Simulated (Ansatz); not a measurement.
**Ga2F (doublet): from Hartree-Fock to the top rungs, cc-pVDZ**

One table from this session's results is given with a row withheld; the runs are named, their logs left out.

Computed with Ansatz 0.2.0, Gaussian basis. Level: cc-pVDZ, core rule «outside noble gas», up to 29 orbitals frozen.

The runs, in order: UHF; CCSD(T) on ROHF; CCSD(T) on UHF; BCCD(T) on ROHF; CISD; CCSDT(Q) on ROHF; CCSDT(Q) on UHF.

29 further runs of the same task are left out: 8 for a known fault of the program, 10 that didn't finish, 11 set aside as unsound or not needed.

## The geometry

The geometry is a PBE0/def2-TZVP stationary point (not a proven minimum). No spin-orbit coupling is included. The filled d shell of Ga may be among the frozen orbitals whatever the setting's name suggests; the logs give the count.

3 atoms, charge 0, spin multiplicity 2.

Atoms are counted from 1 here; the program's logs count them from 0.

Bond lengths: F1–Ga2 2.024 Å, F1–Ga3 2.024 Å. Angles: Ga2–F1–Ga3 90.2°.

The first run:

The input, in.yaml:

```yaml
crystal:
  periodic: [false, false, false]
  atoms:
    - {symbol: F, position_ang: [0.000000, -1.257606, 0.000000]}
    - {symbol: Ga, position_ang: [0.000000, 0.171339, 1.432973]}
    - {symbol: Ga, position_ang: [0.000000, 0.171339, -1.432973]}
basis:
  gaussian: {orbitals: cc-pVDZ}
magnetization: {spin_polarized: true, initial_magnetization: 1}
hamiltonian: {xc: hf}
output: {orbitals: {seedname: orbitals}}
```

Started as:

```
> ansatz run in.yaml --threads 1 --pin off --events-out ev --progress --plain --max-ram 2393MiB
```

Steps of the session up to this table: UHF; CCSD(T) on ROHF; CCSD(T) on UHF; BCCD(T) on ROHF; CISD; CCSDT(Q) on ROHF; CCSDT(Q) on UHF.

One of the session's tables, all rows but one given; the rest of the session is left out.

It belongs to the step «Misses and costs». 

| method | from UCCSDT(Q) (meV) |
| --- | --- |
| ROHF | +8501.1 |
| UHF | +8353.3 |
| RMP2 | +875.5 |
| UMP2 | +900.6 |
| RCCSD | +250.6 |
| UCCSD | +244.9 |
| RCCSD(T) | +47.6 |
| UCCSD(T) | +46.2 |
| BCCD(T) | ? |
| RCCSDT | +23.3 |
| UCCSDT | +21.0 |
| RCCSDT(Q) | +7.1 |
| UCCSDT(Q) | 0 |

**Question.** Estimate the row for BCCD(T).

**Answer.** from UCCSDT(Q) (meV): +40.8. In the column «from UCCSDT(Q) (meV)» it lies between RCCSDT (+23.3) and UCCSD(T) (+46.2).

Not comparable, so not listed: CISD (they don't share determinant, frozen orbitals or solution with the rows shown, or repeat one).

Limits of these values: Restricted and unrestricted rows rest on different reference determinants; where their highest levels disagree by more than a few hundredths of an eV, they describe different states and don't form one ladder.
